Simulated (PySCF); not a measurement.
# Ce (+3): ligand-field states

Aim: compute the ligand-field states of Ce (+3).

Computed with PySCF 2.14.0 and routines of our own; the level stands in each step. Atoms count from 0.

## 1. The system as given

1 atom, charge 3, states of the metal's open shell are computed; geometry from: free ion.

## 2. Ligand-field states: state-averaged CASSCF

What the job is given:

```
{"job": {"kind": "lf", "basis": {"metal": "x2c-TZVPall", "ligand": "x2c-SVPall"}, "nevpt": true}, "charge": 3, "metal": "Ce", "open_shell": "f1"}
Ce     0.000000     0.000000     0.000000
```

Method: state-averaged CASSCF of the metal f shell, SC-NEVPT2 on the averaged canonical orbitals, state-interaction spin-orbit coupling.

Launch:

```bash
> OMP_NUM_THREADS=1 python lf_run.py task.json out
```

This one command runs all jobs of the session in turn.

Output:

```text
basis functions 104, electrons 55, active (1e, 7o)
stage 1: DIIS on the effective Fock matrix, level shift 0.30
cycle   1  E = -8850.9804223577  dE = -8.851e+03  max|g| = 4.623e+00
cycle   2  E = -8855.0388784260  dE = -4.058e+00  max|g| = 1.437e+00
cycle   3  E = -8855.3829475734  dE = -3.441e-01  max|g| = 4.490e-01
cycle   4  E = -8855.4141969138  dE = -3.125e-02  max|g| = 4.199e-02
cycle   5  E = -8855.4151831601  dE = -9.862e-04  max|g| = 9.842e-03
cycle   6  E = -8855.4153211754  dE = -1.380e-04  max|g| = 3.263e-03
cycle   7  E = -8855.4153376768  dE = -1.650e-05  max|g| = 9.979e-04
cycle   8  E = -8855.4153386947  dE = -1.018e-06  max|g| = 3.219e-04
cycle   9  E = -8855.4153387485  dE = -5.375e-08  max|g| = 9.906e-05
cycle  10  E = -8855.4153387534  dE = -4.933e-09  max|g| = 2.779e-05
cycle  11  E = -8855.4153387538  dE = -3.893e-10  max|g| = 9.261e-06
converged average energy = -8855.4153387538

 mult deg   label        CASSCF/cm-1   NEVPT2/cm-1
   2   7   2F                  0.0           0.0

spin-orbit levels / cm-1
      0.00  x6  2F 1.00
   2392.58  x8  2F 1.00
```

Wall time 11 s (1 thread of Arm Neoverse V1, shared host); peak memory 0.25 GiB.

From this job:

```csv
quantity,value
spin-orbit constant ζ,684 cm⁻¹
```

Powder susceptibility:

```
T (K)  χT (cm³ K/mol)  μ(eff)
    2           0.803    2.54
    5           0.803    2.54
   10           0.804    2.54
   20           0.804    2.54
   30           0.804    2.54
   50           0.805    2.54
   75           0.806    2.54
  100           0.807    2.54
  150           0.809    2.54
  200           0.812    2.55
  250           0.814    2.55
  300           0.816    2.55
```

Orbitals, density, ELF and potential are computed afterwards from the orbital file.

The spin density lies nearest to Ce0 100 %.

## 3. Ligand-field states: state-averaged CASSCF (avg hs)

What the job is given:

```
{"job": {"kind": "lf", "basis": {"metal": "x2c-TZVPall", "ligand": "x2c-SVPall"}, "nevpt": true, "avg": "hs"}, "charge": 3, "metal": "Ce", "open_shell": "f1"}
Ce     0.000000     0.000000     0.000000
```

Method: state-averaged CASSCF of the metal f shell, SC-NEVPT2 on the averaged canonical orbitals, state-interaction spin-orbit coupling.

Output:

```text
basis functions 104, electrons 55, active (1e, 7o)
stage 1: DIIS on the effective Fock matrix, level shift 0.30
cycle   1  E = -8850.9804223577  dE = -8.851e+03  max|g| = 4.623e+00
cycle   2  E = -8855.0388784260  dE = -4.058e+00  max|g| = 1.437e+00
cycle   3  E = -8855.3829475734  dE = -3.441e-01  max|g| = 4.490e-01
cycle   4  E = -8855.4141969138  dE = -3.125e-02  max|g| = 4.199e-02
cycle   5  E = -8855.4151831601  dE = -9.862e-04  max|g| = 9.842e-03
cycle   6  E = -8855.4153211754  dE = -1.380e-04  max|g| = 3.263e-03
cycle   7  E = -8855.4153376768  dE = -1.650e-05  max|g| = 9.979e-04
cycle   8  E = -8855.4153386947  dE = -1.018e-06  max|g| = 3.219e-04
cycle   9  E = -8855.4153387485  dE = -5.375e-08  max|g| = 9.906e-05
cycle  10  E = -8855.4153387534  dE = -4.933e-09  max|g| = 2.779e-05
cycle  11  E = -8855.4153387538  dE = -3.893e-10  max|g| = 9.261e-06
converged average energy = -8855.4153387538

 mult deg   label        CASSCF/cm-1   NEVPT2/cm-1
   2   7   2F                  0.0           0.0

spin-orbit levels / cm-1
      0.00  x6  2F 1.00
   2392.58  x8  2F 1.00
```

Wall time 5.6 s (1 thread of Arm Neoverse V1, shared host); peak memory 0.25 GiB.

In short:

```
             quantity     value
spin-orbit constant ζ  684 cm⁻¹
```

Powder susceptibility:

| T (K) | χT (cm³ K/mol) | μ(eff) |
| --- | --- | --- |
| 2 | 0.803 | 2.54 |
| 20 | 0.804 | 2.54 |
| 100 | 0.807 | 2.54 |
| 300 | 0.816 | 2.55 |

## 4. Ligand-field states: state-averaged CASSCF (nevpt False)

What the job is given:

```
{"job": {"kind": "lf", "basis": {"metal": "x2c-TZVPall", "ligand": "x2c-SVPall"}, "nevpt": false}, "charge": 3, "metal": "Ce", "open_shell": "f1"}
Ce     0.000000     0.000000     0.000000
```

With the program's defaults for keys left out, this is: state-averaged CASSCF of the metal f shell, state-interaction spin-orbit coupling.

Output:

```text
basis functions 104, electrons 55, active (1e, 7o)
stage 1: DIIS on the effective Fock matrix, level shift 0.30
cycle   1  E = -8850.9804223577  dE = -8.851e+03  max|g| = 4.623e+00
cycle   2  E = -8855.0388784260  dE = -4.058e+00  max|g| = 1.437e+00
cycle   3  E = -8855.3829475734  dE = -3.441e-01  max|g| = 4.490e-01
cycle   4  E = -8855.4141969138  dE = -3.125e-02  max|g| = 4.199e-02
cycle   5  E = -8855.4151831601  dE = -9.862e-04  max|g| = 9.842e-03
cycle   6  E = -8855.4153211754  dE = -1.380e-04  max|g| = 3.263e-03
cycle   7  E = -8855.4153376768  dE = -1.650e-05  max|g| = 9.979e-04
cycle   8  E = -8855.4153386947  dE = -1.018e-06  max|g| = 3.219e-04
cycle   9  E = -8855.4153387485  dE = -5.375e-08  max|g| = 9.906e-05
cycle  10  E = -8855.4153387534  dE = -4.933e-09  max|g| = 2.779e-05
cycle  11  E = -8855.4153387538  dE = -3.893e-10  max|g| = 9.261e-06
converged average energy = -8855.4153387538

 mult deg   label        CASSCF/cm-1   NEVPT2/cm-1
   2   7   2F                  0.0

spin-orbit levels / cm-1
      0.00  x6  2F 1.00
   2392.58  x8  2F 1.00
```

Run time: 8.5 s. Hardware: 1 thread of Arm Neoverse V1, shared host; peak memory 0.25 GiB.

In short:

| quantity | value |
| --- | --- |
| spin-orbit constant ζ | 684 cm⁻¹ |

Powder susceptibility:

```
T (K)  χT (cm³ K/mol)  μ(eff)
    2           0.803    2.54
   20           0.804    2.54
  100           0.807    2.54
  300           0.816    2.55
```

## 5. Ligand-field states: state-averaged CASSCF (solvent n-hexane) in n-hexane

What the job is given:

```
{"job": {"kind": "lf", "basis": {"metal": "x2c-TZVPall", "ligand": "x2c-SVPall"}, "nevpt": true, "solvent": "n-hexane"}, "charge": 3, "metal": "Ce", "open_shell": "f1"}
Ce     0.000000     0.000000     0.000000
```

Method: state-averaged CASSCF of the metal f shell, SC-NEVPT2 on the averaged canonical orbitals, state-interaction spin-orbit coupling.

Output:

```text
basis functions 104, electrons 55, active (1e, 7o)
stage 1: DIIS on the effective Fock matrix, level shift 0.30
cycle   1  E = -8851.4444947051  dE = -8.851e+03  max|g| = 4.688e+00
cycle   2  E = -8855.5035816114  dE = -4.059e+00  max|g| = 1.520e+00
cycle   3  E = -8855.8478823092  dE = -3.443e-01  max|g| = 4.687e-01
cycle   4  E = -8855.8791677138  dE = -3.129e-02  max|g| = 4.261e-02
cycle   5  E = -8855.8801568587  dE = -9.891e-04  max|g| = 9.509e-03
cycle   6  E = -8855.8802956624  dE = -1.388e-04  max|g| = 2.821e-03
cycle   7  E = -8855.8803123031  dE = -1.664e-05  max|g| = 9.539e-04
cycle   8  E = -8855.8803133338  dE = -1.031e-06  max|g| = 3.009e-04
cycle   9  E = -8855.8803133898  dE = -5.593e-08  max|g| = 7.964e-05
cycle  10  E = -8855.8803133950  dE = -5.200e-09  max|g| = 2.949e-05
cycle  11  E = -8855.8803133954  dE = -4.202e-10  max|g| = 8.864e-06
converged average energy = -8855.8803133954

 mult deg   label        CASSCF/cm-1   NEVPT2/cm-1
   2   7   2F                  0.0           0.0

spin-orbit levels / cm-1
      0.00  x6  2F 1.00
   2392.53  x8  2F 1.00
```

Run time: 6.2 s. Hardware: 1 thread of Arm Neoverse V1, shared host; peak memory 0.25 GiB.

From this job:

```csv
quantity,value
spin-orbit constant ζ,684 cm⁻¹
```

Powder susceptibility:

```
T (K)  χT (cm³ K/mol)  μ(eff)
    2           0.803    2.54
   20           0.804    2.54
  100           0.807    2.54
  300           0.816    2.55
```

## 6. The runs side by side

From the CASSCF states (cm⁻¹; the spread is that of the fitted one-electron ligand-field levels):

```csv
step,setting,ground state,next state,orbital spread,ζ,"μ(eff), 300 K"
2,as given,2F,–,0,684,2.55
3,avg hs,2F,–,0,684,2.55
4,nevpt False,2F,–,0,684,2.55
5,solvent n-hexane,2F,–,0,684,2.55
```

## 7. Outcome

```
                                               quantity       value
  spin-orbit constant ζ (step 2, state-averaged CASSCF)    684 cm⁻¹
ground multiplicity, μ(eff) at 300 K (step 2, free ion)  2, 2.55 μB
ground multiplicity, μ(eff) at 300 K (step 3, free ion)  2, 2.55 μB
ground multiplicity, μ(eff) at 300 K (step 4, free ion)  2, 2.55 μB
ground multiplicity, μ(eff) at 300 K (step 5, free ion)  2, 2.55 μB
```

In words: In step 2, χT goes from 0.80 at 2 K to 0.82 cm³ K/mol at 300 K: nearly flat, so one level governs the whole range.
